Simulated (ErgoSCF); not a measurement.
**One shape, several levels: InH2O (SMILES [OH][InH])**

Wanted: a comparison of 4 runs (UHF/STO-3G, UHF/3-21G, UBLYP/3-21G, UPBE/3-21G) of InH2O. 

The calculation is run with ErgoSCF 3.8.

5 further runs of the same task are left out: 2 that didn't finish, 3 set aside as unsound or not needed.

**1. The molecule**

InH2O has 4 atoms, charge 0, and is taken as a doublet. As SMILES, `[OH][InH]`. The coordinates come from a PBE0-D4/def2-TZVP relaxation.

Bond lengths: O1–In2 2.003 Å, O1–H3 0.960 Å, In2–H4 1.767 Å. Angles: O1–In2–H4 113.8°, In2–O1–H3 115.0°.

**2. The energy at UHF/STO-3G (run 1)**

File ergo.in:

```
# HF on H2InO
set_nthreads(1)
spin_polarization = 1
scf.use_diagonalization = 1
charge = 0
tmpdir = "."
basis = "STO-3G"
scf.max_number_of_iterations = 120
scf.output_mulliken_pop = 1
molecule_inline Angstrom
O       -0.298400      -1.020600       0.295000
In       0.563900       0.746600      -0.088500
H        0.236800      -1.629400       0.809100
H       -0.446700       1.843000      -1.036000
EOF
run "HF"
```

The basis set STO-3G is read from a file made from the Basis Set Exchange's data (not shown).

Launch:

```sh
$ ergo ergo.in
```

The program printed:

```text
[...]
INSC SCF_general constructor, number of basis functions: 34
[...]
INSC Energy   1 =      -5790.96532007282
[...]
INDE E_LUMO =          0.19979103006
[...]
INSC Energy  20 =      -5757.82395623069  ( diff     -0.000000000010914 )
[...]
RESC CONVERGED after  20 iterations.
RESC FINAL ENERGY:      -5757.82395623069
RESC FINAL <S2> =          0.75840944508
[...]
INSC SCF: dipole_moment_x [atomic units] =       0.89861920
INSC SCF: dipole_moment_y [atomic units] =       0.22903707
INSC SCF: dipole_moment_z [atomic units] =       0.31150478
[...]
```

Wall time 8.4 s (1 thread of AMD EPYC 7B13 (Zen 3), shared host); peak memory 0.26 GiB.

**3. The energy at UHF/3-21G (run 2)**

File mol.xyz:

```xyz
4
H2InO
O     -0.298400    -1.020600     0.295000
In     0.563900     0.746600    -0.088500
H      0.236800    -1.629400     0.809100
H     -0.446700     1.843000    -1.036000
```

File run.inp:

```
set_nthreads(1)
molecule "mol.xyz"
scf.max_number_of_iterations = 120
spin_polarization = 1
tmpdir = "."
scf.use_diagonalization = 1
basis = "3-21G"
scf.output_mulliken_pop = 1
run "HF"
```

The basis set 3-21G is read from a file made from the Basis Set Exchange's data (not shown).

Launch:

```sh
$ ergo run.inp
```

The program printed:

```text
[...]
INSC SCF_general constructor, number of basis functions: 44
[...]
INSC Energy   1 =      -4726.89030788601
[...]
INDE E_LUMO =          0.01458877250
[...]
INSC Energy  21 =      -5790.31823764504  ( diff     -0.000000000007276 )
[...]
RESC CONVERGED after  21 iterations.
RESC FINAL ENERGY:      -5790.31823764504
RESC FINAL <S2> =          0.76088518846
[...]
INSC SCF: dipole_moment_x [atomic units] =       0.99406051
INSC SCF: dipole_moment_y [atomic units] =       0.23646204
INSC SCF: dipole_moment_z [atomic units] =       0.35202028
[...]
```

Run time: 11 s. Hardware: 1 thread of AMD EPYC 7B13 (Zen 3), shared host; peak memory 0.26 GiB.

Run 3 isn't shown in full; the table further down has it.

**4. The energy at UPBE/3-21G (run 4)**

Changes to mol.xyz since step 3:

```diff
@@ -1,3 +1,3 @@
 4
-H2InO
+
 O     -0.298400    -1.020600     0.295000
```

File ergo.in:

```
# H2InO, PBE
set_nthreads(1)
molecule "mol.xyz"
scf.output_mulliken_pop = 1
basis = "3-21G"
XC.type = "Turbo"
tmpdir = "."
scf.max_number_of_iterations = 100
spin_polarization = 1
run "PBE"
```

Launch:

```sh
$ ergo ergo.in
```

The program printed:

```text
[...]
INDF Weighted mixed functional:
[...]
INSC Energy   1 =      -4740.38812687916
[...]
INDE PURIFICATION CONVERGED after 37 iterations
[...]
INDE PURIFICATION CONVERGED after 41 iterations
[...]
INDE PURIFICATION CONVERGED after 38 iterations
[...]
INDE E(LUMO) - E(HOMO) <=          0.11960088897 =          3.25450600077 eV
[...]
INSC Energy  28 =      -5792.56039147021  ( diff     -0.000000000007276 )
[...]
RESC CONVERGED after  28 iterations.
RESC FINAL ENERGY:      -5792.56039147021
RESC FINAL <S2> =          0.75188287832
[...]
INSC SCF: dipole_moment_x [atomic units] =       0.52331545
INSC SCF: dipole_moment_y [atomic units] =      -0.17929293
INSC SCF: dipole_moment_z [atomic units] =       0.31925492
[...]
```

Wall time 11 s (1 thread of AMD EPYC 7B13 (Zen 3), shared host); peak memory 0.26 GiB.

**5. All runs side by side**

```tsv
run	level	iteration cap	integration grid	energy (Eh)	dipole moment (D)	⟨S²⟩	wall time
1	UHF/STO-3G	120	–	-5757.823956	2.49	0.758	8.4 s
2	UHF/3-21G	120	–	-5790.318238	2.75	0.761	11 s
3	UBLYP/3-21G	61	Turbo	-5793.185420	1.60	0.752	13 s
4	UPBE/3-21G	100	Turbo	-5792.560391	1.62	0.752	11 s
```

**6. Summary of results**

```
            quantity           value
 run 4: total energy  -5792.56039 Eh
run 4: dipole moment          1.62 D
         run 4: ⟨S²⟩           0.752
```

**Reading.** The dipole moment (its size) runs from 1.60 D (UBLYP/3-21G) to 2.75 D (UHF/3-21G). Totals of different functionals can't be ranked against each other. In run 1 the basis is minimal, so the values are rough. In runs 1, 2, 3, 4 relativity is left out where basis or elements ask for it. All runs together took 44 s, the longest 13 s.
